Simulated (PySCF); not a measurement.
# WO₂Cl: structure of the doublet

Where does doublet WO₂Cl go from a trigonal planar start, is the end point a minimum, and what are its modes, charges and moments?

Method: PBE0, basis W def2-TZVP with ECP60, O def2-TZVP, Cl def2-TZVP, scalar-relativistic core potentials, no spin–orbit coupling, density fitting; program: PySCF 2.14.0.

**1. The starting structure**

4 atoms, charge 0, spin multiplicity 2.

Bond lengths: W1–O2 1.770 Å, W1–O3 1.770 Å, W1–Cl4 2.360 Å. Angles: O2–W1–O3 120.0°, O2–W1–Cl4 120.0°, O3–W1–Cl4 120.0°.

Coordinates in bohr (charge 0 multiplicity 2):
```
W     0.0000    0.0000    0.0000
O    -1.6724    2.8968    0.0000
O    -1.6724   -2.8968    0.0000
Cl    4.4598    0.0000    0.0000
```

**2. First SCF at the start**

The steps below are one call of a driver around PySCF. For each, scf.py gives the equivalent set-up of the SCF; relaxations use the driver's own optimiser. After this first run the driver tries any further starts and a stability analysis.

scf.py

```python
from pyscf import gto, scf, dft
mol = gto.M(atom='''
W      0.000000     0.000000     0.000000
O     -0.885000     1.532900     0.000000
O     -0.885000    -1.532900     0.000000
Cl     2.360000     0.000000     0.000000''',
    basis={'W': 'def2-TZVP', 'O': 'def2-TZVP', 'Cl': 'def2-TZVP'},
    ecp={'W': 'def2-TZVP'},
    charge=0, spin=1)
mf = dft.UKS(mol, xc='PBE0')
mf.grids.atom_grid = (50, 194)
aux = {'W': 'def2-universal-JKFIT', 'O': 'def2-universal-JKFIT', 'Cl': 'def2-universal-JKFIT'}
mf = mf.density_fit(auxbasis=aux)
mf.conv_tol = 1e-08
mf.diis_space = 10
mf.max_cycle = 60
mf.init_guess = 'minao'
mf.verbose = 4
mf.kernel()
```

The run is started by

```
$ OMP_NUM_THREADS=4 python axn.py task.json out
```

Further steps of the session: Relaxation: trigonal planar start, doublet; Is it a minimum? Harmonic modes; Leaving the saddle point; Vibrations and properties at this point.

**Question.** What will these runs give? Wanted: minimum; geometry; wavenumbers; dipole moment; highest occupied, lowest empty level; polar-tensor charge of W1; zero-point energy; atomisation energy; ⟨S²⟩.

As calculated:

| quantity | value |
| --- | --- |
| minimum | doublet, Cs |
| geometry | W–Cl 2.270 Å, W–O 1.699 Å (×2); Cl–W–O 119.7° (×2), O–W–O 110.4° |
| wavenumbers (cm⁻¹) | 104 (a'), 161 (a''), 319 (a'), 431 (a'), 1008 (a''), 1059 (a') |
| dipole moment | 2.36 D |
| highest occupied, lowest empty level (either spin) | -7.89, -3.91 eV |
| polar-tensor charge of W1 | +1.80 e |
| zero-point energy | 18.4 kJ/mol |
| entropy at 298.15 K | 329.1 J/(mol K) |
| atomisation energy (no zero-point energy) | 1795 kJ/mol |
| ⟨S²⟩ | 0.760 |

**Reading.** From C2v at the start the molecule goes to a Cs minimum, after a stop at a saddle point 2.5 kJ/mol higher, from which it was pushed off along an imaginary mode. In the infrared the band at 1008 cm⁻¹ (a'', stretch) leads. Most of the spin sits on W1 (Mulliken spin 1.13, against 1 for the whole molecule). Other starts or spin states, not run here, may lie lower. Open d and f shells are described by one determinant, and the ground state may have another occupation or spin. Spin–orbit coupling, left out here, can matter for elements this heavy.
